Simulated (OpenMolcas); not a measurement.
# CH3BNO− (SMILES N#C[BH2-]O) at MP2/6-311G

Wanted: a geometry optimisation of CH3BNO−. 

Program for the calculation: OpenMolcas 26.06.

2 further runs of the same task are left out: 2 set aside as unsound or not needed.

## Step 1: The structure to begin with

The species is CH3BNO− (7 atoms), meant as a singlet with charge -1. SMILES: `N#C[BH2-]O`. All atoms were displaced at random from a relaxed shape. The run starts from this shape.

Bond lengths: N1–C2 1.152 Å, C2–B3 1.581 Å, B3–O4 1.535 Å, B3–H5 1.287 Å, B3–H6 1.201 Å, O4–H7 0.890 Å. Angles: N1–C2–B3 170.2°, C2–B3–O4 111.6°, C2–B3–H5 109.9°, C2–B3–H6 108.0°, O4–B3–H5 108.4°, O4–B3–H6 111.8°, B3–O4–H7 112.7°, H5–B3–H6 107.0°.

## Step 2: A structure relaxation at MP2/6-311G

File calc.input:

```
* CH3BNO MP2

&GATEWAY
  BasLib=$CurrDir
  Coord
  7
  angstrom
  N        0.245778      -2.003123       1.188964
  C        0.267439      -0.925230       0.784004
  B        0.236992       0.441758      -0.009375
  O       -1.142080       0.703143      -0.630748
  H        1.111673       0.420853      -0.953393
  H        0.557350       1.317398       0.747400
  H       -1.397571       0.055325      -1.184945
  Basis=6-311G
  Group=NoSym
>>> EXPORT MOLCAS_MAXITER=50
>>> Do While

&SEWARD

&SCF
  Charge=-1
  PrOrbitals=0

&MBPT2
  Frozen=4
  Grdt

&SLAPAF
>>> EndDo
```

The basis set 6-311G is read from a file made from the Basis Set Exchange's data (not shown).

On the command line:

```sh
$ export MOLCAS_MEM=1860
$ pymolcas calc.input > calc.log
```

Output:

```text
--- Start Module: gateway ---
[...]
      Basis functions           61
[...]
       Convergence after  17 Iterations
[...]
::    Total SCF energy                               -193.6269948933
[...]
       Reference weight ( Cref**2 )         =        0.86174
::    Total MBPT2 energy                             -194.0456830572
[...]
      Total MBPT2 calculations                           1.22      1.48
[...]
 *              Molecular gradients               *
 **************************************************
  Irreducible representation: a
 ------------------------------------------------------------------------------------------
                              X                       Y                       Z
 ------------------------------------------------------------------------------------------
  N1                1.55994128263803E-03    9.07082473806184E-02   -3.89130341180275E-02
  C2               -1.98776954575997E-03   -7.35409799905522E-02    3.74479862560015E-02
  B3               -5.86589931733261E-03   -1.23554768297198E-02    2.59080217051429E-02
  O4               -2.96169466749490E-02   -7.43049602262262E-02   -7.10244825128155E-02
  H5                5.25773416120900E-03    6.02844509083256E-03   -1.17567719565188E-02
  H6                2.82520543950482E-03   -1.01249022138765E-02   -5.08891245895993E-03
  H7                2.78277346547042E-02    7.35896267889491E-02    6.34271930851655E-02
 ------------------------------------------------------------------------------------------
[...]
--- Start Module: slapaf ---
[...]
 Geometry is converged in  10 iterations to a Minimum Structure
*****************************************************************************************************************
*****************************************************************************************************************
++ Geometry section
********************************************************************************
  Geometrical information of the final structure
********************************************************************************
  NOTE: on convergence the final predicted structure will be printed here.
  This is not identical to the structure printed in the head of the output.
 *********************************************************
[...]
       Convergence after   4 Iterations
[...]
::    Total SCF energy                               -193.6292878762
[...]
      Total spin, S                                     0.0000000000
[...]
      Total electronic charge=   30.000000
      Total            charge=   -1.000000
[...]
       Reference weight ( Cref**2 )         =        0.85326
::    Total MBPT2 energy                             -194.0605094887
[...]
      Dipole Moment (debye):
      Origin of the operator (angstrom)=   -0.1447   -0.3853    0.2794
                   X= -1.0412E+00               Y= -1.2088E+00               Z= -1.2390E+00           Total=  2.0199E+00
      Center of Charge (angstrom)
[...]
      Total MBPT2 calculations                           1.15      1.46
[...]
```

It took 50 s on 1 thread of Arm Neoverse V1, shared host; peak memory 0.4 GiB.

The path in brief:

```csv
step,energy from the first frame kept (eV),largest force (eV/Å)
0,0.0000,5.5007
1,-0.3583,1.0842
2,-0.3908,0.5270
3,-0.3990,0.3648
4,-0.4018,0.1027
5,-0.4029,0.0719
6,-0.4032,0.0567
7,-0.4034,0.0207
8,-0.4034,0.0113
9,-0.4034,0.0066
```

After the run. Bond lengths: N1–C2 1.200 Å, C2–B3 1.635 Å, B3–O4 1.526 Å, B3–H5 1.241 Å, B3–H6 1.224 Å, O4–H7 0.972 Å. Angles: N1–C2–B3 178.0°, C2–B3–O4 111.0°, C2–B3–H5 106.0°, C2–B3–H6 108.3°, O4–B3–H5 112.9°, O4–B3–H6 108.0°, B3–O4–H7 111.1°, H5–B3–H6 110.6°.

## Step 3: Summary of results

At MP2/6-311G, 4 core orbitals frozen:

```
                                             quantity          value
                              total energy at the end  -194.06051 Eh
                  HOMO energy (Hartree–Fock orbitals)       -5.74 eV
                  LUMO energy (Hartree–Fock orbitals)        8.66 eV
HOMO–LUMO gap (to an unbound level, set by the basis)       14.40 eV
          correlation energy (4 core orbitals frozen)     -431.2 mEh
```

In words: At the final geometry: Bond lengths: N1–C2 1.200 Å, C2–B3 1.635 Å, B3–O4 1.526 Å, B3–H5 1.241 Å, B3–H6 1.224 Å, O4–H7 0.972 Å. Angles: N1–C2–B3 178.0°, C2–B3–O4 111.0°, C2–B3–H5 106.0°, C2–B3–H6 108.3°, O4–B3–H5 112.9°, O4–B3–H6 108.0°, B3–O4–H7 111.1°, H5–B3–H6 110.6°. The optimisation took 9 steps and changed the energy by -0.403 eV. Mulliken charges of the mean-field density run from -0.86 on O4 to +0.55 on B3.
